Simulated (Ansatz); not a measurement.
Run this with the Ansatz DFT code, driven from Python and show what comes out.

`methods.py`:
```python
"""One geometry of C2H4Al2O, method by method."""

from pathlib import Path

import ansatz as az
import numpy as np


def main() -> None:
    molecule = (
        az.Crystal.molecule()
        .atom("C", (1.9519, 0.2821, -0.6283))
        .atom("C", (0.7351, -0.111, -0.1725))
        .atom("Al", (-0.4458, -1.7075, 0.3315))
        .atom("Al", (-1.0429, 0.3793, 0.5176))
        .atom("O", (-2.3955, 1.6008, 0.9387))
        .atom("H", (2.0773, 1.4068, -0.7573))
        .atom("H", (2.7062, -0.3797, -0.9025))
        .atom("H", (-0.5879, -3.2671, 0.4928))
        .atom("H", (-2.9098, 1.75, 0.1629))
    )

    setup = molecule.calculation()
    setup = setup.basis(gaussian="cc-pVDZ")
    setup = setup.scf(lower_state_search="off")

    print("functional    E (Ha)        dipole (D)   HOMO (eV)  LUMO (eV)")
    for name in ["pbe", "b3lyp", "lda", "hse06"]:
        report = setup.functional(name).forces().orbitals().run(threads=1, runs_dir="runs").report
        lines = Path(report["orbitals_path"]).read_text().splitlines()
        field_of = lambda key: [line.split("=")[1].strip() for line in lines if line.startswith(key)]
        orbitals = [(27.211386 * float(e), s, float(n)) for e, s, n in zip(field_of("Ene="), field_of("Spin="), field_of("Occup="))]
        homo = max(e for e, _, n in orbitals if n > 0.5)
        lumo = min(e for e, _, n in orbitals if n < 0.5)
        dipole = 4.803205 * np.linalg.norm(report["charge_distribution"]["dipole_moment_e_ang"])
        print(f"{name:10s} {report['free_energy_ev'] / 27.211386246:14.6f} {dipole:9.3f} {homo:11.3f} {lumo:10.3f}")


if __name__ == "__main__":
    main()
```

Running `python methods.py` prints:
```text
functional    E (Ha)        dipole (D)   HOMO (eV)  LUMO (eV)
pbe           -638.163246     2.397      -4.928     -3.814
b3lyp         -638.661520     2.394      -5.803     -3.157
lda           -635.231976     2.423      -5.000     -3.991
hse06         -638.196093     2.480      -5.602     -3.438
```

Notes:
- These settings explore the input space; basis and method may be short of convergence.
- The geometry is a force-field or estimated start, not a minimum of this method, and the basis set is short of its limit. A lower total doesn't mark the better method: functionals have no common bound, and MP2 and coupled cluster aren't variational.
- b3lyp holds the VWN-RPA fit, as in Gaussian; the form of ORCA and Turbomole is b3lyp5.
- Levels such as HOMO and LUMO are orbital energies: with these approximate functionals they aren't the ionisation energy and electron affinity, and their gap isn't the fundamental gap.
- For Al to Cl the sets with a tight d function, cc-pV(X+d)Z, are usual.
- hse06 follows the composition of plane-wave codes, whose totals differ by tens of mHa, up to about 0.1 Ha, from the form usual in Gaussian-basis programs (wpbeh).
- It ran for 15 s on 1 thread of Arm Neoverse V1, on a shared host, peak memory 0.24 GiB.
